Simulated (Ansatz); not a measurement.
# C3H7Sb: the cost of one run

Method: RKS PBE0/def2-SVP, in Ansatz 0.2.0.

### Step 1. Starting point

Bond lengths: C1–C2 1.446 Å, C2–C3 1.314 Å, C3–Sb4 2.161 Å, C1–H5 1.144 Å, C1–H6 1.153 Å, C1–H7 1.114 Å, C2–H8 1.043 Å, C3–H9 1.107 Å, Sb4–H10 1.817 Å, Sb4–H11 1.813 Å. Angles (14 of 15 angles, heavy atoms first): C1–C2–C3 120.0°, C2–C3–Sb4 123.0°, C1–C2–H8 121.2°, C3–C2–H8 118.8°, C2–C1–H5 110.3°, C2–C1–H6 112.3°, C2–C1–H7 114.3°, C2–C3–H9 120.4°, Sb4–C3–H9 116.3°, C3–Sb4–H10 88.5°, C3–Sb4–H11 90.4°, H5–C1–H6 103.0°, H5–C1–H7 108.7°, H6–C1–H7 107.6°.

Structure file:

```xyz
11

C    -0.6630    1.5515    0.3335
C    -0.3355    0.1568    0.1406
C     0.8152   -0.1791   -0.3976
Sb    1.4476   -2.2311   -0.6374
H    -1.7225    1.6552    0.7531
H    -0.7204    2.1283   -0.6629
H     0.0406    2.1006    1.0004
H    -0.9910   -0.5980    0.4371
H     1.5631    0.5969   -0.6499
H    -0.1953   -2.6087   -1.3148
H     0.8264   -2.6295    1.0186
```

### Step 2. Relaxing end A

Input file input.yaml:

```yaml
crystal:
  periodic: [false, false, false]
  atoms:
    - { symbol: C, position_ang: [-0.663, 1.5515, 0.3335] }
    - { symbol: C, position_ang: [-0.3355, 0.1568, 0.1406] }
    - { symbol: C, position_ang: [0.8152, -0.1791, -0.3976] }
    - { symbol: Sb, position_ang: [1.4476, -2.2311, -0.6374] }
    - { symbol: H, position_ang: [-1.7225, 1.6552, 0.7531] }
    - { symbol: H, position_ang: [-0.7204, 2.1283, -0.6629] }
    - { symbol: H, position_ang: [0.0406, 2.1006, 1.0004] }
    - { symbol: H, position_ang: [-0.991, -0.598, 0.4371] }
    - { symbol: H, position_ang: [1.5631, 0.5969, -0.6499] }
    - { symbol: H, position_ang: [-0.1953, -2.6087, -1.3148] }
    - { symbol: H, position_ang: [0.8264, -2.6295, 1.0186] }
basis:
  gaussian: { orbitals: def2-SVP }
hamiltonian:
  xc: pbe0
relax:
  f_tol: 0.015
  max_steps: 40
```

The run is started by

```bash
> ansatz run input.yaml --threads 2 --pin off --max-ram 3072MiB --backend cpu --events-out ev --progress --plain --runs-dir out
```

**Question.** How long does this run take on 2 threads of AMD EPYC 7B13 (Zen 3), shared host, and how much memory does it need?

About 50 s, with a peak of 0.25 GiB.
